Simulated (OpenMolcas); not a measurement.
# HF/6-31G(d) (Cartesian functions) run of CH7BGe (SMILES C[BH][GeH3])

Wanted: an optimisation with harmonic vibrations of CH7BGe. 

The calculation is run with OpenMolcas 26.06.

### 1 The structure to begin with

CH7BGe: 10 atoms, total charge 0, spin state singlet. SMILES: `C[BH][GeH3]`. Geometry: relaxed at PBE0-D4/def2-TZVP. The run starts from this shape.

Bond lengths: C1–B2 1.548 Å, B2–Ge3 2.066 Å, C1–H4 1.093 Å, C1–H5 1.106 Å, C1–H6 1.091 Å, B2–H7 1.200 Å, Ge3–H8 1.544 Å, Ge3–H9 1.542 Å, Ge3–H10 1.542 Å. Some angles: C1–B2–Ge3 123.5°, C1–B2–H7 119.3°, Ge3–B2–H7 117.1°, B2–C1–H4 114.7°, B2–C1–H5 102.9°, B2–C1–H6 116.2°, B2–Ge3–H8 109.4°, B2–Ge3–H9 113.8°, B2–Ge3–H10 112.1°, H4–C1–H5 105.3°.

### 2 An optimisation with harmonic vibrations at HF/6-31G(d) (Cartesian functions)

Contents of coord.xyz:

```xyz
10

C     -1.211300     0.848000    -0.579700
B     -0.013900    -0.123000    -0.719700
Ge     1.111300    -0.784600     0.881600
H     -1.972600     0.748500    -1.357000
H     -0.747300     1.837300    -0.749600
H     -1.677100     0.898700     0.405800
H      0.326000    -0.481700    -1.813000
H      0.918400    -2.307400     1.048300
H      0.729200    -0.128900     2.224000
H      2.620500    -0.558300     0.662100
```

Contents of job.input:

```
* CH7BGe Hartree-Fock
>>> EXPORT MOLCAS_PRINT=2

&GATEWAY
  BasLib = $CurrDir
  Coord = coord.xyz
  Basis = 6-31Gs
  Group = NoSym
>>> EXPORT MOLCAS_MAXITER=50
>>> Do While

&SEWARD

&SCF
  PrOrbitals = 0

&SLAPAF
>>> EndDo
>>> COPY $Project.Opt.xyz $CurrDir/final.xyz
>>> COPY $Project.slapaf.h5 $CurrDir/final.slapaf.h5

&MCKINLEY

&MCLR
  Thermochemistry
  1
  1.0
  298.15
  End of PT
```

The basis set 6-31G* is read from a file made from the Basis Set Exchange's data (not shown).

Run with:

```console
export MOLCAS_MEM=1860
pymolcas job.input > job.log
```

Output:

```text
--- Start Module: gateway ---
[...]
--- Stop Module: gateway /rc=_RC_ALL_IS_WELL_ ---
[...]
      Basis functions           79
[...]
       Convergence after  11 Iterations
[...]
::    Total SCF energy                              -2141.6719445048
[...]
 *              Molecular gradients               *
 **************************************************
  Irreducible representation: a
 ------------------------------------------------------------------------------------------
                              X                       Y                       Z
 ------------------------------------------------------------------------------------------
  C1                9.34993671596729E-03   -1.39907411446476E-02    1.11345347153025E-03
  B2               -5.20209774320968E-03    6.86918521883717E-03    8.64787288562319E-03
  GE3              -5.19750221075910E-03    3.95869441500540E-03   -5.92899851592144E-03
  H4               -2.32208933262701E-03    2.31260999357791E-04   -4.55083562472769E-03
  H5                3.09108741322450E-03    3.76798541149137E-03   -1.15149244508506E-03
  H6               -9.40927547507631E-04    9.27201355059193E-04    4.99661732454637E-03
  H7                1.32073869626748E-03   -1.31087383898076E-03   -2.49161918663576E-03
  H8                3.35966022978584E-04    7.42090152179742E-04   -2.65922397836627E-04
[...]
       Convergence after   5 Iterations
[...]
::    Total SCF energy                              -2141.6728441832
[...]
      Total spin, S                                     0.0000000000
[...]
      Total electronic charge=   50.000000
      Total            charge=   -0.000000
[...]
      Dipole Moment (debye):
      Origin of the operator (angstrom)=    0.6624   -0.4899    0.4986
                   X= -8.0224E-01               Y=  6.4350E-01               Z= -6.6363E-01           Total=  1.2240E+00
      Quadrupole Moment (debye*angstrom):
[...]
--- Start Module: mclr ---
[...]
     Frequency:      1073.44   1224.88   1482.85   1586.80   1621.28   2187.56
[...]
     Frequency:      2190.89   2202.27   2719.30   3139.43   3227.46   3271.10
[...]
--- Stop Module: mclr /rc=_RC_ALL_IS_WELL_ ---
[...]
--- Start Module: mclr ---
[...]
        Frequency:         2719.30 cm-1
      ---------------------------------
[...]
        Frequency:         3139.43 cm-1
      ---------------------------------
[...]
        Frequency:         3227.46 cm-1
      ---------------------------------
[...]
        Frequency:         3271.10 cm-1
      ---------------------------------
[...]
--- Stop Module: mclr /rc=_RC_ALL_IS_WELL_ ---
[...]
```

It took 3.8 min on 1 thread of AMD EPYC 7R43 (Zen 3), shared host; peak memory 0.45 GiB.

### 3 What came out

Level: HF/6-31G* (Cartesian functions).

| quantity | value |
| --- | --- |
| total energy | -2141.67284 Eh |
| dipole moment | 1.22 D |
| HOMO energy | -10.54 eV |
| LUMO energy | 2.17 eV |
| HOMO–LUMO gap | 12.71 eV |
| lowest harmonic wavenumber | 46 cm⁻¹ |
| highest harmonic wavenumber | 3271 cm⁻¹ |
| zero-point energy | 198.0 kJ/mol |
| ideal-gas entropy at 298.15 K and 1 atm (symmetry number 1 as used) | 78.1 cal/(mol K) |

In words: At the final geometry: Bond lengths: C1–B2 1.575 Å, B2–Ge3 2.099 Å, C1–H4 1.086 Å, C1–H5 1.095 Å, C1–H6 1.085 Å, B2–H7 1.193 Å, Ge3–H8 1.545 Å, Ge3–H9 1.544 Å, Ge3–H10 1.544 Å. Some angles: C1–B2–Ge3 124.3°, C1–B2–H7 118.5°, Ge3–B2–H7 117.1°, B2–C1–H4 113.3°, B2–C1–H5 105.5°, B2–C1–H6 115.5°, B2–Ge3–H8 110.2°, B2–Ge3–H9 113.2°, B2–Ge3–H10 111.1°, H4–C1–H5 105.9°. All 24 modes are real, so the shape is a minimum at this level. Mulliken charges run from -0.70 on C1 to +0.27 on B2; they depend strongly on the basis.
